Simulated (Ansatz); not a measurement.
# SiHC: the cost of one run

Program: Ansatz 0.2.0. Level of theory: DFT PBE, scalar-relativistic, plane waves, PAW. These are calculated values, not measurements.

### 1 The starting structure

The structure is hexagonal, space group P-6m2 (No. 187). The conventional cell has a = 3.403 Å, b = 3.403 Å, c = 3.379 Å, α = 90.00°, β = 90.00°, γ = 120.00°. Si (site symmetry -6m2) has 6 C at 2.59 Å and 6 H at 2.59 Å in its first shell of neighbours. H (site symmetry -6m2) has 3 C at 1.96 Å in its first shell of neighbours. C (site symmetry -6m2) is surrounded by 3 H at 1.96 Å.

Coordinates:

```
CELL_PARAMETERS angstrom
3.40282 0.00000 0.00000
-1.70141 2.94693 0.00000
0.00000 0.00000 3.37868
ATOMIC_POSITIONS crystal
Si 0.66667 0.33333 0.50000
H 0.33333 0.66667 0.00000
C 0.00000 0.00000 0.00000
```

A structure generator made this guess: species swapped into a database cell of NdNiAs (P-6m2, No. 187), with Si on the Nd sites, H on the Ni sites and C on the As sites. Its size is a rough estimate.

### 2 A first look at the guess

input.yaml

```yaml
crystal:
  lattice:
    - [3.40282266, 0.0, 0.0]
    - [-1.70141133, 2.94693087, 0.0]
    - [0.0, 0.0, 3.37867534]
  atoms:
    - { symbol: Si, position: [0.66666667, 0.33333333, 0.5] }
    - { symbol: H, position: [0.33333333, 0.66666667, 0.0] }
    - { symbol: C, position: [0.0, 0.0, 0.0] }
basis:
  ecutwfc: 420
kpoints:
  mp_grid: { grid: [6, 6, 6] }
hamiltonian:
  xc: pbe
scf:
  occupations: { method: gaussian, width: 0.1 }
  lower_state_search: "off"
output:
  forces: true
  stress: true
  eigenvalues: true
```

Command:

```bash
$ ansatz run input.yaml --threads 1 --pin off --max-ram 2560MiB --backend cpu --events-out ev --progress --plain --runs-dir out
```

Q: Estimate wall time and peak memory on 1 thread of Intel Xeon at 2.70GHz, shared host.

About 1.3 s, with a peak of 0.3 GiB.
